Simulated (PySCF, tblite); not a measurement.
# C₅H₁₂B₂S: geometry, infrared bands and NMR shifts

Wanted: the infrared bands and NMR shifts of C₅H₁₂B₂S (`B[C@@H]1SCCB[C@@H]1C`), by calculation.

Computed with tblite 0.8.0 and PySCF 2.14.0, with density-fitted response routines of our own, on a single molecule in the gas phase. Atoms are numbered from 0 throughout.

## Step 1: Starting geometry

20 atoms, charge 0, multiplicity 1; geometry from: force field or distance geometry start.

Bonds of the start (Å): B0–C1 1.58, C1–S2 1.84, S2–C3 1.82, C3–C4 1.55, C4–B5 1.59, B5–C6 1.60, C6–C7 1.53, C6–C1 1.55, B0–H8 1.18, B0–H9 1.18, C1–H10 1.11, C3–H11 1.11, C3–H12 1.11, C4–H13 1.11, C4–H14 1.10, B5–H15 1.20, C6–H16 1.12, C7–H17 1.11, C7–H18 1.11, C7–H19 1.12.

## Step 2: Relaxing the molecule with GFN2-xTB

The job: settings as JSON, then the geometry in Å.

```
{"job": {"kind": "relax", "xc": "GFN2-xTB", "basis": "xTB"}, "charge": 0, "multiplicity": 1}
B     -1.673200     1.802900    -0.991200
C     -0.393100     1.109000    -0.375400
S      0.659400     0.415800    -1.714200
C      2.092900     0.047900    -0.662400
C      1.761500    -1.033500     0.393800
B      0.586300    -0.542400     1.347100
C     -0.751200     0.035300     0.690600
C     -1.591400    -1.121500     0.139300
H     -2.443700     2.356000    -0.281300
H     -1.898800     1.762800    -2.147600
H      0.179100     1.919500     0.127600
H      2.909500    -0.335800    -1.301700
H      2.447900     0.969400    -0.147300
H      1.452300    -1.966800    -0.127700
H      2.661800    -1.241200     0.997500
H      0.783700    -0.421400     2.521200
H     -1.330200     0.519700     1.514400
H     -2.572100    -0.755800    -0.243400
H     -1.074200    -1.647200    -0.686200
H     -1.811900    -1.861800     0.943700
```

The run is started by

```bash
> OMP_NUM_THREADS=1 python probes_run.py task.json out
```

One launch serves the whole session: the jobs run in the order shown.

**Question.** This job is followed by: GFN2-xTB harmonic vibrations, gas phase; GIAO PBE0/pcSseg-1 NMR shielding, non-relativistic, gas phase. What will the session give for the following? strongest single infrared mode (GFN2-xTB); zero-point energy (GFN2-xTB); 13C shifts against TMS (PBE0/pcSseg-1); 1H shifts against TMS (PBE0/pcSseg-1, means over atoms taken as alike); 11B shifts against BF3·OEt2 (PBE0/pcSseg-1); 33S shifts against CS2 (PBE0/pcSseg-1); surface potential, 1st and 99th percentile.

**Answer**, as computed:

| quantity | value |
| --- | --- |
| strongest single infrared mode (GFN2-xTB) | 2623 cm⁻¹, 157 km/mol |
| zero-point energy (GFN2-xTB) | 100.3 kcal/mol |
| 13C shifts against TMS (PBE0/pcSseg-1) | 60.8, 40.1, 39.0, 31.0, 16.1 ppm |
| 1H shifts against TMS (PBE0/pcSseg-1, means over atoms taken as alike) | 8.11, 7.69, 2.89, 2.88, 2.75, 2.72, 2.26, 1.31, 1.21 ppm |
| 11B shifts against BF3·OEt2 (PBE0/pcSseg-1) | 93.0, 86.4 ppm |
| 33S shifts against CS2 (PBE0/pcSseg-1) | 0 ppm |
| surface potential, 1st and 99th percentile | -1.10 V and 1.58 V |

In words: Relaxing lowered the energy by 0.246 eV in 90 steps; the close pair that moved most is C7–H19, from 1.115 to 1.088 Å. All 54 modes are real, so the xTB geometry is a minimum. The strongest single mode, at 2623 cm⁻¹, moves mainly H15. GFN2-xTB is a fitted tight-binding method: band positions and strengths are rough. Its intensities can rank the bands wrongly. At PBE0/pcSseg-1: Shielding is most anisotropic at S2 (span 323 ppm, paramagnetic term -553 ppm). By nearest atom (PBE0/pcSseg-1), the HOMO sits on S2 75 % and the LUMO on B0 49 %; H8, H9 about 14 % each.
